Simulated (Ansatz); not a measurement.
# Bi3Br: the cost of one run

Computed with Ansatz 0.2.0 (DFT PBE, scalar-relativistic, plane waves, PAW, unless a step's input says otherwise).

## Step 1: The starting structure

It takes space group Pm-3m (No. 221, cubic). Conventional cell: a = 4.921 Å, b = 4.921 Å, c = 4.921 Å, α = 90.00°, β = 90.00°, γ = 90.00°. Around Bi (site symmetry 4/mmm) lie 8 Bi at 3.48 Å and 4 Br at 3.48 Å. Br (site symmetry m-3m) is surrounded by 12 Bi at 3.48 Å.

Coordinates:

```
Bi Br
1.0
     4.92112    0.00000    0.00000
     0.00000    4.92112    0.00000
     0.00000    0.00000    4.92112
Bi Br
3 1
Direct
  0.00000 0.50000 0.50000
  0.50000 0.00000 0.50000
  0.50000 0.50000 0.00000
  0.00000 0.00000 0.00000
```

(A quick probe on a coarse mesh, which set the mesh and smearing, is not shown.)

## Step 3: Full relaxation

input.yaml

```yaml
crystal:
  lattice:
    - [4.9211234224, 0.0, 0.0]
    - [0.0, 4.9211234224, 0.0]
    - [0.0, 0.0, 4.9211234224]
  atoms:
    - { symbol: Bi, position: [0.0, 0.5, 0.5] }
    - { symbol: Bi, position: [0.5, 0.0, 0.5] }
    - { symbol: Bi, position: [0.5, 0.5, 0.0] }
    - { symbol: Br, position: [0.0, 0.0, 0.0] }
basis:
  ecutwfc: 420
kpoints:
  mp_grid: { grid: [10, 10, 10] }
hamiltonian:
  xc: pbe
scf:
  occupations: { method: gaussian, width: 0.1 }
output:
  forces: true
  stress: true
  eigenvalues: true
relax:
  adjacent_minimum: "off"
  f_tol: 0.01
  max_steps: 80
  cell: { stress_tol: 0.05 }
```

On the command line:

```bash
> ansatz run input.yaml --threads 1 --pin off --max-ram 2560MiB --backend cpu --events-out ev --progress --plain --runs-dir out
```

What time and memory should one allow on 1 thread of Intel Xeon Platinum 8488C (Sapphire Rapids), shared host?

About 38 s, with a peak of 0.55 GiB.
